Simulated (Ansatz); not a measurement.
Runs of Ansatz 0.2.0 on HfIn4SiO6. The typed cell holds 12 atoms: a = 5.699 Å, b = 6.149 Å, c = 7.308 Å, α = 98.49°, β = 111.85°, γ = 96.55°. The cell was built by a generator and needn't be a form met in nature.

```tsv
U	gap on the mesh (eV)	pressure (GPa)	largest force (eV/Å)
Hf d U = 4 eV	0.86	0.7	0.50
Hf d U = 6 eV	0.84	1.1	0.79
Hf d U = 2 eV	0.87	(c)	(a)
Hf d U = 8 eV	(d)	1.5	(b)
```

Alike in all rows: task projected density of states; level PBE+U; potentials or basis Ansatz PAW; no spin polarisation; cell as given; k mesh 5 × 5 × 4; cutoff (eV) 420; smearing fermi-dirac 0.05 eV.

Question: Fill in the values left out.

Answer: (a) 0.24; (b) 1.11; (c) 0.3; (d) 0.82.

Caveats: odd divisions of the mesh miss points on the zone boundary, where band edges often lie, so the gap on the mesh can be too wide; spin-orbit coupling is left out, which moves the levels of the heavy elements; the density of states is complete only up to the lowest level of the last band computed; forces of over 1 eV/Å show positions far from the minimum, so gaps and moduli don't describe the material at rest (some runs).

A k mesh can miss the band edges, and the runs leave out spin-orbit coupling on Hf, In.
